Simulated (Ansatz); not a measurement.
# CH₂InN: functionals against CCSD(T) at one geometry

The task here is to estimate one member of a computed series from the others.

The runs use Ansatz 0.2.0, Gaussian basis; single points in def2-TZVPP.

Cores are frozen in the correlated methods. Filled d shells of the heavier atoms are correlated. Core potentials replace the inner electrons past krypton, and spin-orbit coupling is left out.

## The system as given

SMILES `N#[C][InH2]`, 5 atoms, charge 0, spin multiplicity 1.

Atoms are counted from 1 here; the program's logs count them from 0.

Bond lengths: N1–C2 1.091 Å, C2–In3 2.249 Å, In3–H4 1.668 Å, In3–H5 1.695 Å. Angles: N1–C2–In3 175.7°, C2–In3–H4 112.6°, C2–In3–H5 115.0°, H4–In3–H5 132.3°.

Coordinates:

```xyz
5
CH2InN
N     0.1539   -1.9375    1.6184
C     0.0626   -1.0897    0.9384
In    0.0080    0.5981   -0.5467
H    -0.9695    0.2673   -1.8577
H     0.8966    1.9718   -0.1040
```

Set-up of the first run:

Contents of run/in.yaml:

```yaml
crystal:
  periodic: [false, false, false]
  atoms:
    - {symbol: N, position_ang: [0.153900, -1.937500, 1.618400]}
    - {symbol: C, position_ang: [0.062600, -1.089700, 0.938400]}
    - {symbol: In, position_ang: [0.008000, 0.598100, -0.546700]}
    - {symbol: H, position_ang: [-0.969500, 0.267300, -1.857700]}
    - {symbol: H, position_ang: [0.896600, 1.971800, -0.104000]}
basis:
  gaussian: {orbitals: def2-TZVPP}
correlation: {method: ccsd_t}
output: {forces: true}
```

The command line of these runs was not kept.

Among the steps run: CCSD(T)/def2-TZVPP; PBE0-D4/def2-TZVPP; wB97M-V/def2-TZVPP; r2SCAN-D4/def2-TZVPP; PBE-D4/def2-TZVPP; wB97X-V/def2-TZVPP; HSE06-D4/def2-TZVPP.

One of the session's tables, all rows but one given; the rest of the session is left out.

```
   method  RMS force component (eV/Å)  angle to CCSD(T) forces (°)  dipole (D)
  CCSD(T)                       4.286                    reference        4.97
  PBE0-D4                       3.728                          0.9        5.00
  wB97M-V                       3.661                          0.7        5.06
r2SCAN-D4                           ?                            ?           ?
   PBE-D4                       4.206                          1.2        4.83
  wB97X-V                       3.757                          0.6        5.06
 HSE06-D4                       3.743                          0.8        5.00
```

**Question.** Estimate the row for r2SCAN-D4.

**Answer.** RMS force component (eV/Å): 3.878; angle to CCSD(T) forces (°): 0.3; dipole (D): 4.94. In the column «RMS force component (eV/Å)» it lies between wB97X-V (3.757) and PBE-D4 (4.206).
